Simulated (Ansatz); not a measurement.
# CH6GeO2Si: a ladder of functionals and wavefunction methods

One table from this session's results is given with a row withheld; the runs are named, their logs left out.

Computed with Ansatz 0.2.0, Gaussian basis. Level: functionals in def2-TZVPP, the program's frozen cores in correlated methods.

Levels to be run: PBE-D4, r2SCAN-D4, PBE0-D4, B3LYP-D4, ωB97X-V, ωB97M-V, B2PLYP; CCSD(T)/def2-TZVPP; MP2/def2-QZVPP; extrapolation to the limit.

## Structure used throughout

An earlier PBE0-D4 in a triple-zeta def2 set relaxation fixed the geometry.

SMILES `[GeH3][CH]1O[SiH2]O1`, 11 atoms, charge 0, spin multiplicity 1.

Atoms are counted from 1 here; the program's logs count them from 0.

Bond lengths: Ge1–C2 1.987 Å, Ge1–H6 1.536 Å, Ge1–H7 1.535 Å, Ge1–H8 1.536 Å, C2–O3 1.439 Å, C2–O5 1.439 Å, C2–H9 1.096 Å, O3–Si4 1.666 Å, Si4–O5 1.666 Å, Si4–H10 1.484 Å, Si4–H11 1.482 Å. Angles: C2–Ge1–H6 109.4°, C2–Ge1–H7 107.4°, C2–Ge1–H8 109.4°, H6–Ge1–H7 110.4°, H6–Ge1–H8 109.8°, H7–Ge1–H8 110.4°, Ge1–C2–O3 111.8°, Ge1–C2–O5 111.8°, Ge1–C2–H9 112.5°, O3–C2–O5 100.6°, O3–C2–H9 109.7°, O5–C2–H9 109.7°, C2–O3–Si4 88.0°, O3–Si4–O5 83.4°, O3–Si4–H10 115.5°, O3–Si4–H11 115.5°, O5–Si4–H10 115.5°, O5–Si4–H11 115.5° and more.

Geometry (Å):

```xyz
11
charge 0, multiplicity 1
Ge   -1.81220    0.07513    0.09719
C     0.08580    0.24823    0.65853
O     0.84105    1.06337   -0.25637
Si    1.81405   -0.25851   -0.53887
O     0.79192   -1.00099    0.54644
H    -2.48461    1.45594    0.13885
H    -1.81810   -0.48058   -1.33412
H    -2.54006   -0.88691    1.04862
H     0.18878    0.64170    1.67651
H     3.22317   -0.11969   -0.09572
H     1.77570   -0.79490   -1.92036
```

The first run:

File in.yaml:

```yaml
crystal:
  periodic: [false, false, false]
  atoms:
    - {symbol: Ge, position_ang: [-1.812197, 0.075130, 0.097188]}
    - {symbol: C, position_ang: [0.085803, 0.248228, 0.658534]}
    - {symbol: O, position_ang: [0.841051, 1.063372, -0.256367]}
    - {symbol: Si, position_ang: [1.814051, -0.258509, -0.538871]}
    - {symbol: O, position_ang: [0.791915, -1.000992, 0.546444]}
    - {symbol: H, position_ang: [-2.484608, 1.455944, 0.138848]}
    - {symbol: H, position_ang: [-1.818104, -0.480582, -1.334118]}
    - {symbol: H, position_ang: [-2.540061, -0.886908, 1.048615]}
    - {symbol: H, position_ang: [0.188783, 0.641700, 1.676511]}
    - {symbol: H, position_ang: [3.223173, -0.119687, -0.095722]}
    - {symbol: H, position_ang: [1.775697, -0.794896, -1.920361]}
basis:
  gaussian: {orbitals: def2-TZVPP}
hamiltonian: {xc: pbe, dispersion: d4}
output: {forces: true, orbitals: {seedname: orbitals}}
```

On the command line:

```console
ansatz run in.yaml --threads 4 --pin off --events-out ev --progress --plain --max-ram 10444MiB
```

Among the steps run: PBE-D4 (GGA); r2SCAN-D4 (meta-GGA); PBE0-D4 (hybrid); B3LYP-D4 (hybrid); ωB97X-V (range-separated); ωB97M-V (range-separated); B2PLYP (double hybrid); CCSD(T) in def2-TZVPP; MP2 in def2-QZVPP.

One table of the session follows, with a row left open; its other results are not shown here.

| method | atomisation energy (eV) |
| --- | --- |
| PBE-D4 | ? |
| r2SCAN-D4 | 39.446 |
| PBE0-D4 | 39.000 |
| B3LYP-D4 | 39.081 |
| ωB97X-V | 39.658 |
| ωB97M-V | 39.376 |
| B2PLYP | 38.791 |
| HF/def2-TZVPP | 27.611 |
| MP2/def2-TZVPP | 39.136 |
| CCSD/def2-TZVPP | 37.838 |
| CCSD(T)/def2-TZVPP | 38.482 |
| MP2/CBS | 40.192 |
| CCSD(T)/CBS | 39.538 |

**Question.** Estimate the row for PBE-D4.

As computed: atomisation energy (eV): 39.757. In the column «atomisation energy (eV)» it lies between ωB97X-V (39.658) and MP2/CBS (40.192).
